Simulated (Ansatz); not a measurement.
# Cs3Ga: the cost of one run

Method: DFT PBE, scalar-relativistic, plane waves, PAW, in Ansatz 0.2.0.

1 further run of the same task is left out (it didn't finish).

### 1 The structure to begin with

It takes space group Pm-3m (No. 221, cubic). Conventional cell: a = 5.319 Å, b = 5.319 Å, c = 5.319 Å, α = 90.00°, β = 90.00°, γ = 90.00°. Cs (site symmetry 4/mmm) is surrounded by 8 Cs at 3.76 Å and 4 Ga at 3.76 Å. Around Ga (site symmetry m-3m) lie 12 Cs at 3.76 Å.

As a file:

```
CELL_PARAMETERS angstrom
5.31872 0.00000 0.00000
0.00000 5.31872 0.00000
0.00000 0.00000 5.31872
ATOMIC_POSITIONS crystal
Cs 0.00000 0.50000 0.50000
Cs 0.50000 0.00000 0.50000
Cs 0.50000 0.50000 0.00000
Ga 0.00000 0.00000 0.00000
```

This is candidate A: Cu3Au (L1_2) type (Pm-3m, No. 221).

(A quick probe on a coarse mesh, which set the mesh and smearing, is not shown.)

### 3 Rough relaxation on the coarse mesh (candidate A)

input.yaml reads:

```yaml
crystal:
  lattice:
    - [5.3187223222, 0.0, 0.0]
    - [0.0, 5.3187223222, 0.0]
    - [0.0, 0.0, 5.3187223222]
  atoms:
    - { symbol: Cs, position: [0.0, 0.5, 0.5] }
    - { symbol: Cs, position: [0.5, 0.0, 0.5] }
    - { symbol: Cs, position: [0.5, 0.5, 0.0] }
    - { symbol: Ga, position: [0.0, 0.0, 0.0] }
basis:
  ecutwfc: 420
kpoints:
  mp_grid: { grid: [4, 4, 4] }
hamiltonian:
  xc: pbe
scf:
  occupations: { method: gaussian, width: 0.1 }
  lower_state_search: "off"
output:
  forces: true
  stress: true
  eigenvalues: true
relax:
  adjacent_minimum: "off"
  f_tol: 0.04
  max_steps: 70
  cell: { stress_tol: 0.4 }
```

On the command line:

```
> ansatz run input.yaml --threads 1 --pin off --max-ram 2560MiB --backend cpu --events-out ev --progress --plain --runs-dir out
```

What time and memory should one allow on 1 thread of Arm Neoverse V1, shared host?

About 44 s, with a peak of 0.46 GiB.
